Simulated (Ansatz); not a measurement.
# NiO: the cost of one run

Method: DFT HSE06, PAW, plane waves, scalar-relativistic, in Ansatz 0.2.0.

1 further run of the same task is left out (for a known fault of the program).

## (1) Starting point

It takes space group Fm-3m (No. 225, cubic). The conventional cell has a = 4.196 Å, b = 4.196 Å, c = 4.196 Å, α = 90.00°, β = 90.00°, γ = 90.00°. Ni (site symmetry m-3m) is surrounded by 6 O at 2.10 Å. O (site symmetry m-3m) has 6 Ni at 2.10 Å as nearest neighbours.

As a file:

```xyz
4
Lattice="0.0000 2.0979 2.0979 2.0979 0.0000 2.0979 4.1958 4.1958 0.0000" Properties=species:S:1:pos:R:3 pbc="T T T"
Ni    0.0000    0.0000    0.0000
Ni    2.0979    2.0979    0.0000
O     2.0979    2.0979    2.0979
O     4.1958    4.1958    2.0979
```

In tables a label like O4 counts atoms in the order of input.yaml; a structure file may count by element.

Known so far: 6 plain starts ended in 3 states. The lowest came from “opposed moments +-, plain SCF [Ni1 2.00, Ni2 -2.00 μB]”: antiferromagnetic, site moments Ni1 1.68, Ni2 -1.68 μB, total 0.00 μB per cell, a gap of 4.53 eV on the k-mesh, free energy -12810.6090 eV.

Runs to come: parallel moments, default search level; opposed moments +-, default search level; the moments typed in its input, symmetry off, plain SCF; the moments typed in its input, standard search level.

“Plain SCF” means no search for lower states. Under a hybrid the search levels only allow a further exchange loop from another filling of the frontier levels; the end state isn't tested for a lower one. Iterations are summed over the PBE start and the exchange cycles. Ends within 0.2 meV/atom and 0.1 μB count as one state.

The total moment includes the space between the atomic spheres.

## (2) Parallel moments, default search level

File input.yaml:

```yaml
crystal:
  lattice:
    - [0.0, 2.09791, 2.09791]
    - [2.09791, 0.0, 2.09791]
    - [4.19582, 4.19582, 0.0]
  atoms:
    - { symbol: Ni, position: [0.0, 0.0, 0.0], spin: 2.0 }
    - { symbol: Ni, position: [0.0, 0.0, 0.5], spin: 2.0 }
    - { symbol: O, position: [0.5, 0.5, 0.25] }
    - { symbol: O, position: [0.5, 0.5, 0.75] }
magnetization:
  spin_polarized: true
hamiltonian:
  xc: hse06
  pseudopotentials: { kind: paw }
basis:
  ecutwfc: 420
kpoints:
  mp_grid: { grid: [5, 5, 3] }
scf:
  occupations: { method: fermi_dirac, width: 0.05 }
output:
  forces: true
  stress: true
  write_density: true
  write_potential: true
  elf: true
  volumetric_format: npy
```

On the command line:

```
> ansatz run input.yaml --threads 4 --pin off --max-ram 10240MiB --backend cpu --events-out ev --progress --plain --runs-dir out
```

What time and memory should one allow on 4 threads of Arm Neoverse V1, shared host?

About 26 s, with a peak of 0.83 GiB.
